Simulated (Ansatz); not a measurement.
# GaNP: the cost of one run

Computed with Ansatz 0.2.0, Gaussian basis. Level: cc-pVTZ, core rule «outside noble gas», up to 20 orbitals frozen.

Plan: UHF; CCSD(T) on ROHF; CCSD(T) on UHF; BCCD(T) on ROHF; CCSDT(Q) on ROHF; CCSDT(Q) on UHF.

7 further runs of the same task are left out: 4 for a known fault of the program, 3 set aside as unsound or not needed. Runs told in other sessions of the task aren't counted.

## 1. The system

The geometry is a PBE0/def2-TZVP stationary point (not a proven minimum) of the parent state, kept for this charge and spin. No spin-orbit coupling is included. The filled d shell of Ga may be among the frozen orbitals whatever the setting's name suggests.

3 atoms, charge 1, spin multiplicity 3.

Atoms are counted from 1 here; the program's logs count them from 0.

Bond lengths: Ga1–P2 2.418 Å, Ga1–N3 1.835 Å, P2–N3 1.712 Å. Angles: P2–Ga1–N3 44.9°, Ga1–P2–N3 49.2°, Ga1–N3–P2 85.9°.

## 2. UHF

Input file in.yaml:

```yaml
crystal:
  periodic: [false, false, false]
  atoms:
    - {symbol: Ga, position_ang: [0.000000, 0.093764, 0.821607]}
    - {symbol: P, position_ang: [0.000000, 0.284432, -1.589191]}
    - {symbol: N, position_ang: [0.000000, -1.095724, -0.575558]}
basis:
  gaussian: {orbitals: cc-pVTZ}
total_charge: 1
magnetization: {spin_polarized: true, initial_magnetization: 2}
hamiltonian: {xc: hf}
output: {orbitals: {seedname: orbitals}}
```

The run is started by

```console
> ansatz run in.yaml --threads 1 --pin off --events-out ev --progress --plain --max-ram 4096MiB --backend cpu
```

Q: Estimate wall time and peak memory on 1 thread of AMD EPYC 7R13, shared host.

About 26 s, with a peak of 0.26 GiB.
